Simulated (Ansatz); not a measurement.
Ta3AsAu2O13:

```
CELL_PARAMETERS angstrom
5.40201 -0.00077 -0.00162
-2.01720 5.60758 -0.00284
-0.71822 -1.86353 8.44196
ATOMIC_POSITIONS crystal
Ta 0.37386 0.58885 0.59831
Ta 0.46236 0.26627 0.18689
Ta 0.70830 0.86746 0.02761
As 0.97877 0.98236 0.65371
Au 0.10388 0.53998 0.17237
Au 0.66302 0.32022 0.80522
O 0.06196 0.03577 0.14158
O 0.98182 0.01457 0.85130
O 0.11152 0.27055 0.61508
O 0.16027 0.81199 0.58364
O 0.43055 0.53360 0.06777
O 0.91171 0.61275 0.98081
O 0.60406 0.15754 0.98626
O 0.55565 0.98713 0.20984
O 0.30756 0.45473 0.35006
O 0.79668 0.50556 0.28659
O 0.66380 0.88131 0.55106
O 0.47145 0.71751 0.81742
O 0.65279 0.45184 0.61449
```

The cell was built by a generator and needn't be a form met in nature.

| Item | Value |
| --- | --- |
| Program | Ansatz 0.2.0 |
| Task | relaxation of cell and atoms |
| Functional | r2SCAN |
| Potentials or basis | Ansatz PAW |
| Cutoff | 500 eV (not typed: the program's choice for these potentials) |
| k mesh | 4 × 4 × 3 |
| Occupations | fermi-dirac, width 0.05 eV |
| Spin | no spin polarisation |

At the start: volume 13.46 Å³/atom.

Where does the relaxation end?

It ends after 9 steps and the volume is 12.90 Å³/atom (-4.1 %); space group P1 (No. 1, to 0.05 Å).

The path:
```
step  energy change (eV)  largest force (eV/Å)  volume (Å³)
   1              0.0000                0.6454       255.67
   2             -0.1470                0.5265       245.44
   3             -0.1674                0.1509       246.12
   4             -0.1719                0.0934       245.97
   5             -0.1756                0.0385       245.34
   6             -0.1760                0.0309       245.17
   7             -0.1762                0.0156       245.13
   8             -0.1762                0.0090       245.13
   9             -0.1700                0.0091       245.13
```

Final structure:
```xyz
19
Lattice="5.3540 -0.0006 -0.0095 -1.9991 5.5365 -0.0053 -0.7242 -1.8482 8.2743" Properties=species:S:1:pos:R:3 pbc="T T T"
Ta    0.3767    2.1679    4.9318
Ta    1.8240    1.1036    1.5567
Ta    2.0578    4.7290    0.2393
As    2.7961    4.2445    5.4118
Au   -0.6498    2.6718    1.3831
Au    2.3021    0.2355    6.6049
O     0.1978   -0.1108    1.2184
O     4.6147   -1.4923    7.0620
O    -0.3952    0.3754    5.1178
O    -1.1944    3.4698    4.8171
O     1.1891    2.7999    0.5245
O     2.9319    1.5469    8.0333
O     2.2088   -0.9775    8.1548
O     0.8906    5.0627    1.7809
O     0.4700    1.9067    2.8775
O     3.0483    2.3041    2.3581
O     1.3642    3.9145    4.5872
O     0.4930    2.4613    6.7633
O     2.1435    1.3874    5.0350
```

Caveat: the plane-wave basis is chosen anew once the cell has moved, so the energies of steps on either side of that aren't comparable; the PAW data sets come from PBE, with cores solved anew for the run's functional, which leaves a small shift of forces and pressure.
